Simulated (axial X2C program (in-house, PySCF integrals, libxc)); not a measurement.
# A two-component session on ZrBr: EOM-IP-CCSD levels

Wanted for ZrBr: EOM-IP-CCSD levels, at the two-component level.

Method: two-component X2C with atomic mean-field terms, Zr dyall-acv3z, Br dyall-acv3z; program: an in-house X2C program for linear molecules on PySCF integrals.

All values are calculated.

## (1) Input

task.json reads:

```json
{"zs": [40, 35], "q": 0, "bas": ["dyall-acv3z", "dyall-acv3z"], "r0": 2.68, "eom": "ip", "rq": -1, "thr": -2.0, "nmax": 95, "grid": [1, 0.96, 1.045, 0.92, 1.09, 1.15]}
```

Keys: zs atomic numbers; q charge; bas basis sets; r0 starting distance in Å; eom kind of EOM run; thr threshold in hartree for freezing inner shells (an s shell follows its p shell); nmax most natural virtual spinors; grid distances as factors.

The run is started by

```console
$ python soeom.py task.json out
```

Further steps of the session: EOM-IP-CCSD at 2.671 Å.

What does the calculation give? Wanted: next root led by one particle; T1 of the reference.

**Answer**, as computed:

```
                     quantity                            value
       lowest root at 2.671 Å                Ω = 3/2, 1.487 eV
next root led by one particle  Ω = 1/2, about 2580 cm⁻¹ higher
          T1 of the reference                            0.031
```

**Reading.** Removing an electron from the reference determinant of ZrBr⁻ costs 1.49 eV and empties a spinor of 85% Zr dπ. The closed-shell reference lies 1.15 eV above the lowest determinant found, so these energies count from an excited configuration. Errors of 0.1 to 0.3 eV are usual at this size, and roots led by higher excitations are left out, so the list is incomplete, and low states of that kind can be missing. T1 or the largest double amplitude of the reference is raised, which lowers the reliability.
